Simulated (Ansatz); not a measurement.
# SnTe, space group F-43m: an all-electron LAPW single point

Program: Ansatz 0.2.0, Python API.

Notebook, run cell by cell (the value of a cell's last expression is shown):

**Cell 1**
```python
from collections import Counter

import ansatz
from pymatgen.core import Structure
```

**Cell 2**
```python
crystal = (
    ansatz.Lattice.fcc(7.222292)
    .space_group(216)
    .atom('Sn', [0.0, 0.0, 0.0])
    .atom('Te', [0.25, 0.25, 0.25])
    .primitive()
)
```

**Cell 3**
```python
[site.symbol for site in crystal.resolved().sites]
```
Output:
```text
['Sn', 'Te']
```

**Cell 4**
```python
calc = (
    crystal.calculation()
    .functional('pbesol')
    .occupations('fixed')
    .scf(extra_bands=16)
    .kpoints(5, 5, 5, center='gamma')
    .pseudopotentials('all_electron', lapw=True)
)
result = calc.run(threads=1)
data = result.report
```

**Cell 5**
```python
data['n_electrons']
```
Output:
```text
46.0
```

**Cell 6**
```python
[(site.symbol, site.position_frac.round(4).tolist()) for site in result.lattice.sites]
```
Output:
```text
[(<Element.SN: 'Sn'>, [0.0, 0.0, 0.0]), (<Element.TE: 'Te'>, [0.25, 0.25, 0.25])]
```

**Cell 7**
```python
n_atoms = len(data['lattice']['sites'])
print('F =', round(data['free_energy_ev'], 4), 'eV for', n_atoms, 'atoms')
print('E(sigma -> 0) =', round(data['energy_sigma0_ev'], 4), 'eV, TS =', round(data['entropy_ts_ev'], 5), 'eV')
print('closed by', data['closed_by'], 'after', data['n_iterations'], 'iterations')

final = Structure(result.lattice.cell_ang, [s.symbol for s in result.lattice.sites], [s.position_frac for s in result.lattice.sites])
# first shell of each atom, within 15 % of its shortest distance
shortest = {}
for site, neighbours in zip(final, final.get_all_neighbors(5.0)):
    for other in neighbours:
        pair = '-'.join(sorted((site.specie.symbol, other.specie.symbol)))
        shortest[pair] = min(shortest.get(pair, 9e9), other.nn_distance)
for pair, distance in sorted(shortest.items(), key=lambda item: item[1]):
    print(f'shortest {pair:6s} {distance:.4f} A')

errors = data['lapw_basis_errors']
print(f'estimated basis error {1000 * errors["total_ev_per_atom"]:.3f} meV/atom, target {1000 * errors["basis_error_target_ev_per_atom"]:.3f}')
for sphere in errors['spheres']:
    print(f'  {sphere["species"]:2s} muffin-tin radius {sphere["muffin_tin_radius_ang"]:.3f} A, core shells {sphere["core_shells"]}')
```
Output:
```text
F = -352820.7932 eV for 2 atoms
E(sigma -> 0) = -352820.7932 eV, TS = 0.0 eV
closed by deck_thresholds after 7 iterations
shortest Sn-Te  3.1273 A
estimated basis error 0.114 meV/atom, target 0.250
  Sn muffin-tin radius 1.577 A, core shells 6
  Te muffin-tin radius 1.551 A, core shells 6
```

The settings weren't tested for convergence. The structure comes from a database of computed cells and needn't be a stable or known phase. The whole script took 13 s on 1 thread of Arm Neoverse V1 (shared host), peak memory 0.38 GiB.
